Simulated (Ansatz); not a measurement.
# SiO2: the crystal squeezed far

An exercise on one series of results from a longer session: the logs are not shown, and one member is left open.

Method: DFT r²SCAN, with the methods named in each step, in Ansatz 0.2.0.

## The system as given

It takes space group P4_2/mnm (No. 136, tetragonal). Conventional cell: a = 4.496 Å, b = 4.496 Å, c = 2.968 Å, α = 90.00°, β = 90.00°, γ = 90.00°. Around Si (site symmetry mmm) lie 6 O at 1.93 to 1.94 Å. O (site symmetry m2m) has 3 Si at 1.93 to 1.94 Å in its first shell of neighbours.

Coordinates:

```cif
data_structure
_symmetry_space_group_name_H-M 'P 1'
_symmetry_Int_Tables_number 1
_cell_length_a 4.4964
_cell_length_b 4.4964
_cell_length_c 2.9677
_cell_angle_alpha 90.000
_cell_angle_beta 90.000
_cell_angle_gamma 90.000
_cell_volume 60.00
loop_
_atom_site_label
_atom_site_type_symbol
_atom_site_fract_x
_atom_site_fract_y
_atom_site_fract_z
_atom_site_occupancy
Si1 Si 0.00000 0.00000 0.00000 1
Si2 Si 0.50000 0.50000 0.50000 1
O1 O 0.30500 0.30500 0.00000 1
O2 O 0.69500 0.69500 0.00000 1
O3 O 0.80500 0.19500 0.50000 1
O4 O 0.19500 0.80500 0.50000 1
```

Whether this phase is the stable one at these pressures isn't tested.

Atoms are numbered in the order of the input: Si1, Si2, O3, O4, O5, O6.

The first run:

File input.yaml:

```yaml
crystal:
  lattice:
    - [4.4964431302, 0.0, 0.0]
    - [0.0, 4.4964431302, 0.0]
    - [0.0, 0.0, 2.967652466]
  atoms:
    - { symbol: Si, position: [0.0, 0.0, 0.0] }
    - { symbol: Si, position: [0.5, 0.5, 0.5] }
    - { symbol: O, position: [0.305, 0.305, 0.0] }
    - { symbol: O, position: [0.695, 0.695, 0.0] }
    - { symbol: O, position: [0.805, 0.195, 0.5] }
    - { symbol: O, position: [0.195, 0.805, 0.5] }
kpoints:
  mp_grid: { grid: [8, 8, 11] }
scf:
  occupations: { method: fermi_dirac, width: 0.08 }
hamiltonian:
  xc: r2scan
  pseudopotentials: { kind: paw }
output:
  forces: true
  stress: true
relax:
  f_tol: 0.005
  max_steps: 40
  cell: {}
```

Run with:

```bash
ansatz run input.yaml --threads 2 --pin off --max-ram 5120MiB --backend cpu --events-out ev --progress --plain --runs-dir out
```

Steps of the session up to this table: Cell relaxed at zero pressure, PAW; Volume scaled by 1, PAW; Volume scaled by 1, PAW (level accurate); Shape and atoms relaxed at 0.94 of the volume, PAW; Volume scaled by 0.94, PAW; Volume scaled by 0.94, PAW (core large); Shape and atoms relaxed at 0.88 of the volume, PAW; Volume scaled by 0.88, PAW; Shape and atoms relaxed at 0.8 of the volume, PAW; Volume scaled by 0.8, PAW; Volume scaled by 0.8, PAW (level accurate); Shape and atoms relaxed at 0.72 of the volume, PAW; Volume scaled by 0.72, PAW; Volume scaled by 0.72, PAW (partial_waves polarizable); Shape and atoms relaxed at 0.62 of the volume, PAW; Volume scaled by 0.62, PAW; Volume scaled by 0.62, PAW (source ansatz).

One of the session's tables, all rows but one given; the rest of the session is left out.

```
                         method  volume over the first  volume (Å³/atom)  pressure (GPa)  gap on the k mesh (eV)  largest force (eV/Å)
                            PAW                      1             7.791            0.00                    6.51                 0.001
                            PAW                   0.94             7.324           21.91                    7.57                 0.000
                            PAW                   0.88             6.856           52.66                    7.92                 0.000
                            PAW                    0.8             6.233          112.84                    8.07                 0.000
                            PAW                   0.72             5.610          206.28                    8.18                 0.001
                            PAW                   0.62                 ?               ?                       ?                     ?
               PAW (core large)                   0.94             7.324           21.91                    7.57                 0.000
           PAW (level accurate)                      1             7.791            0.02                    6.51                 0.018
           PAW (level accurate)                    0.8             6.233          112.20                    8.06                 0.019
PAW (partial_waves polarizable)                   0.72             5.610          206.26                    8.17                 0.002
            PAW (source ansatz)                   0.62             4.830          402.87                    8.25                 0.023
```

Q: Estimate the row for PAW, 0.62 from the others.

The run gave: volume (Å³/atom): 4.830; pressure (GPa): 403.96; gap on the k mesh (eV): 8.23; largest force (eV/Å): 0.001.

Caveats from the session: Warnings in the runs' records: written density without core change, datasets by core.
